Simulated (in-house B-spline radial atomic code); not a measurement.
# Rb⁷⁺: starting-point dependence of G0W0 and RPA

G0W0 and RPA are one-shot methods. How much does the choice of start matter for Rb⁷⁺?

The numbers are computed with an in-house B-spline radial atomic code, version 1 (RPA, second order, AC-SOSEX and G0W0 (contour deformation) on a scalar-relativistic mean field, all electrons; no spin-orbit coupling, Breit or QED terms, no two-electron picture change), except any that are marked as measured or tabulated.

### 1 The atom as given

| Quantity | Value |
| --- | --- |
| element | rubidium (Z = 37) |
| charge | +7 |
| electrons | 30 |
| configuration | [Ar] 3d10 4s2 |
| next ion, run as well | [Ar] 3d10 4s1 |
| Hamiltonian | scalar-relativistic (spin-free one-electron X2C), finite nucleus |
| starts | Hartree-Fock, LDA (VWN5), PBE, PBE0, r2SCAN, HSE06, B3LYP, SCAN, TPSS, BHandHLYP, CAM-B3LYP, LC-ωPBE, ωB97X, PBEsol, BLYP, r2SCAN0, exchange-only LDA |

The outer shells:

Rb7+
```
[Ar] core
3d [↑↓][↑↓][↑↓][↑↓][↑↓]
4s [↑↓]
```

### 2 The run with the Hartree-Fock start

Settings, as recorded:

```ini
Z = 37
electrons = 30.0
configuration = [Ar] 3d10 4s2
hamiltonian = x2c
method = hf
lmax = 9
rms_radius = 4.2036
spin_polarised = False
box_radius = 8.41
intervals = 67
```

On the command line:

```console
$ python run_gw.py task.json out
```

The settings of every run stand in task.json; they run in order.

The runs that follow: The run with the LDA (VWN5) start; The run with the PBE start; The run with the PBE0 start; The run with the r2SCAN start; The run with the HSE06 start; The run with the B3LYP start; The run with the SCAN start; The run with the TPSS start; The run with the BHandHLYP start; The run with the CAM-B3LYP start; The run with the LC-ωPBE start; The run with the ωB97X start; The run with the PBEsol start; The run with the BLYP start; The run with the r2SCAN0 start; The run with the exchange-only LDA start.

Before running it: what results should come out? Wanted: highest level, mean field; highest level, G0W0; RPA correlation energy; RPA+SOSEX.

**Answer**, as computed:

```
                                       quantity                                                                value
highest level, mean field (range over the runs)                                                -130.80 to -124.35 eV
      highest level, G0W0 (range over the runs)                                                -133.66 to -133.07 eV
                         RPA correlation energy                                             -2.336 to -2.156 hartree
                                      RPA+SOSEX                                           -1.6227 to -1.4989 hartree
    semi-empirical ionisation energy (4s shell)  132.79 ± 0.2 eV (NIST Atomic Spectra Database, ionization energies)
            G0W0 removal energy less that value                                                  +0.278 to +0.865 eV
```

**Reading.** G0W0 turns a spread of 6.46 eV among the starts into one of 0.59 eV, 9.1 % of it. On the semilocal starts the correction is downwards, 7.6 to 9.3 eV, since their self-interaction lifts occupied levels. The RPA energy is largest in size on LDA (VWN5) and smallest on Hartree-Fock, 7.7 % apart; over the runs it loosely follows the gap of the start, as smaller excitation energies give more correlation. The semi-empirical ionisation energy is 132.79 ± 0.2 eV; G0W0 misses it by +0.28 eV at best (on Hartree-Fock) and +0.87 eV at worst (on exchange-only LDA). Breit and QED terms, left out, are small for this s level; most of the miss belongs to G0W0 and the Hamiltonian used. Read as a removal energy, the bare PBE level is off by -7.32 eV (-5.5 %) and the nearest bare level, Hartree-Fock's, by -1.99 eV. As differences of total energies the mean miss over the starts is 0.60 eV for mean field, 0.45 eV for RPA, 0.18 eV for RPA+SOSEX.
